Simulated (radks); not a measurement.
# Nuclear size and the levels of Tc

An exercise on one series of results from a longer session: the logs are not shown, and one member is left open.

Method: Dirac Kohn-Sham, LDA (Slater exchange, Perdew-Wang correlation), spin-unpolarised, spherical densities, finite nucleus; open shells are shared between the two j in proportion to 2j + 1. Code: radks (a radial shooting solver on a logarithmic mesh, Libxc functionals) version 1.

## The atom as given

```
element            : technetium (Z = 43)
charge             : 0
electrons          : 43
configuration      : [Kr] 4d5 5s2
nuclear rms radius : 4.4112 fm
```

The outer shells:

Tc
```
[Kr] core
4d [↑ ][↑ ][↑ ][↑ ][↑ ]
5s [↑↓]
```

The first run:

Input:

```text
Z 43
configuration [Kr] 4d5 5s2 5p0 6s0
relativity Dirac
functional lda,pw
spin unpolarised
j_filling average
nucleus finite rms 4.4112 fm
c 137.035999084
```

Among the steps run: rms radius 4.4112 fm.

One of the session's tables, all rows but one given; the rest of the session is left out.

It belongs to the step «rms radius 4.4112 fm». Sizes of the orbitals, from the radial functions (bohr):

| level | <r> | outermost maximum (interpolated) | 90 % within | nodes |
| --- | --- | --- | --- | --- |
| 4p1/2 | 1.151 | 1.00 | 1.71 | 2 |
| 4p3/2 | 1.182 | 1.03 | 1.75 | 2 |
| 4d3/2 | 1.713 | 1.27 | 2.78 | 1 |
| 4d5/2 | 1.737 | 1.28 | 2.82 | 1 |
| 5s1/2 | 3.272 | 2.72 | 4.90 | 4 |
| 5p1/2 | 4.524 | 3.57 | 7.00 | 3 |
| 5p3/2 | ? | ? | ? | ? |
| 6s1/2 | 17.22 | 10.1 | 30.6 | 5 |

**Question.** Estimate the row for 5p3/2.

As computed: <r>: 4.680; outermost maximum (interpolated): 3.69; 90 % within: 7.24; nodes: 3. In the column «<r>» it lies between 5p1/2 (4.524) and 6s1/2 (17.22).
